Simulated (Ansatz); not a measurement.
# F2H2Si2: the cost of one run

Method: RKS BLYP-D4/def2-SVP, in Ansatz 0.2.0.

### 1 The structure to begin with

Bond lengths: F1–Si2 1.615 Å, Si2–F3 1.615 Å, Si2–Si4 2.219 Å, Si4–H5 1.477 Å, Si4–H6 1.477 Å. Angles: F1–Si2–F3 95.4°, F1–Si2–Si4 114.3°, F3–Si2–Si4 114.0°, Si2–Si4–H5 110.7°, Si2–Si4–H6 110.8°, H5–Si4–H6 100.7°.

Structure file:

```xyz
6

F     1.8923   -1.1641    0.4229
Si    0.3733   -0.9919   -0.0966
F    -0.2699   -2.0142    0.9755
Si   -0.4109    1.0786    0.0486
H     0.2325    1.9520   -0.9530
H    -1.8173    1.1395   -0.3974
```

### 2 End point A

File input.yaml:

```yaml
crystal:
  periodic: [false, false, false]
  atoms:
    - { symbol: F, position_ang: [1.89232, -1.16405, 0.4229] }
    - { symbol: Si, position_ang: [0.3733, -0.99194, -0.09657] }
    - { symbol: F, position_ang: [-0.26993, -2.01419, 0.9755] }
    - { symbol: Si, position_ang: [-0.41094, 1.07863, 0.04857] }
    - { symbol: H, position_ang: [0.23251, 1.95202, -0.95304] }
    - { symbol: H, position_ang: [-1.81727, 1.13953, -0.39736] }
basis:
  gaussian: { orbitals: def2-SVP }
hamiltonian:
  xc: blyp
  dispersion: d4
relax:
  f_tol: 0.015
  max_steps: 40
```

Launch:

```console
$ ansatz run input.yaml --threads 1 --pin off --max-ram 2048MiB --backend cpu --events-out ev --progress --plain --runs-dir out
```

Q: Estimate wall time and peak memory on 1 thread of Intel Xeon Platinum 8488C (Sapphire Rapids), shared host.

About 9.8 s, with a peak of 0.14 GiB.
